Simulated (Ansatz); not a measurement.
# C₃H₁₂InN: small, medium and large basis sets

The task here is to estimate one member of a computed series from the others.

Program: Ansatz 0.2.0, Gaussian basis. Level of theory: one geometry, several basis sets. These are calculated values, not measurements.

Plan: PBE0-D4/def2-SVP; ωB97M-V/def2-SVP; PBE0-D4/def2-QZVPP; ωB97M-V/def2-QZVPP; the functionals' def2-TZVPP values are taken from earlier runs.

1 further run of the same task is left out (for a known fault of the program).

**The relaxed structure**

An earlier PBE0-D4 in a triple-zeta def2 set relaxation fixed the geometry. In takes the def2 core potential; no spin-orbit term is included.

17 atoms, charge 0, spin multiplicity 1.

Atoms are counted from 1 here; the program's logs count them from 0.

Bond lengths: C1–N2 1.464 Å, C1–H6 1.090 Å, C1–H7 1.090 Å, C1–H8 1.094 Å, N2–In3 2.403 Å, N2–H9 1.014 Å, N2–H10 1.014 Å, In3–C4 2.176 Å, In3–C5 2.176 Å, In3–H11 1.747 Å, C4–H12 1.093 Å, C4–H13 1.093 Å, C4–H14 1.093 Å, C5–H15 1.093 Å, C5–H16 1.093 Å, C5–H17 1.093 Å. Angles: N2–C1–H6 109.0°, N2–C1–H7 109.0°, N2–C1–H8 113.2°, H6–C1–H7 107.8°, H6–C1–H8 108.9°, H7–C1–H8 108.9°, C1–N2–In3 113.5°, C1–N2–H9 110.8°, C1–N2–H10 110.8°, In3–N2–H9 107.4°, In3–N2–H10 107.4°, H9–N2–H10 106.7°, N2–In3–C4 96.6°, N2–In3–C5 96.6°, N2–In3–H11 95.6°, C4–In3–C5 118.7°, C4–In3–H11 118.9°, C5–In3–H11 118.9° and more.

The first run:

Contents of in.yaml:

```yaml
crystal:
  periodic: [false, false, false]
  atoms:
    - {symbol: C, position_ang: [0.150464, 1.465725, -1.383659]}
    - {symbol: N, position_ang: [1.033216, 1.161353, -0.256568]}
    - {symbol: In, position_ang: [0.311233, -0.727455, 1.041526]}
    - {symbol: C, position_ang: [0.381783, -2.181500, -0.575229]}
    - {symbol: C, position_ang: [-1.617786, 0.093596, 1.622760]}
    - {symbol: H, position_ang: [-0.852375, 1.664183, -1.004914]}
    - {symbol: H, position_ang: [0.094421, 0.593709, -2.035541]}
    - {symbol: H, position_ang: [0.483690, 2.326224, -1.971232]}
    - {symbol: H, position_ang: [1.100248, 1.953228, 0.372522]}
    - {symbol: H, position_ang: [1.974122, 0.965593, -0.578571]}
    - {symbol: H, position_ang: [1.633730, -0.666596, 2.181547]}
    - {symbol: H, position_ang: [0.273592, -3.194058, -0.179212]}
    - {symbol: H, position_ang: [1.336890, -2.140128, -1.105390]}
    - {symbol: H, position_ang: [-0.423817, -2.020494, -1.295483]}
    - {symbol: H, position_ang: [-2.309842, 0.129355, 0.778141]}
    - {symbol: H, position_ang: [-2.074857, -0.525361, 2.398445]}
    - {symbol: H, position_ang: [-1.513612, 1.102222, 2.031056]}
basis:
  gaussian: {orbitals: def2-SVP}
hamiltonian: {xc: pbe0, dispersion: d4}
output: {orbitals: {seedname: orbitals}}
```

On the command line:

```
$ ansatz run in.yaml --threads 8 --pin off --events-out ev --progress --plain --max-ram 20889MiB
```

Among the steps run: PBE0-D4 in def2-SVP; ωB97M-V in def2-SVP; PBE0-D4 in def2-QZVPP; ωB97M-V in def2-QZVPP.

One table of the session follows, with a row left open; its other results are not shown here.

It belongs to the step «Density functionals: the series». 

| functional | basis | HOMO (eV) | LUMO (eV) |
| --- | --- | --- | --- |
| PBE0-D4 | def2-SVP | -6.46 | 0.57 |
| PBE0-D4 | def2-TZVPP | -6.54 | 0.04 |
| PBE0-D4 | def2-QZVPP | -6.56 | -0.20 |
| ωB97M-V | def2-SVP | -8.66 | 2.06 |
| ωB97M-V | def2-TZVPP | ? | ? |
| ωB97M-V | def2-QZVPP | -8.76 | 0.78 |

Q: Estimate the row for ωB97M-V, def2-TZVPP from the others.

The run gave: HOMO (eV): -8.75; LUMO (eV): 1.19. In the column «HOMO (eV)» it lies between ωB97M-V, def2-QZVPP (-8.76) and ωB97M-V, def2-SVP (-8.66).
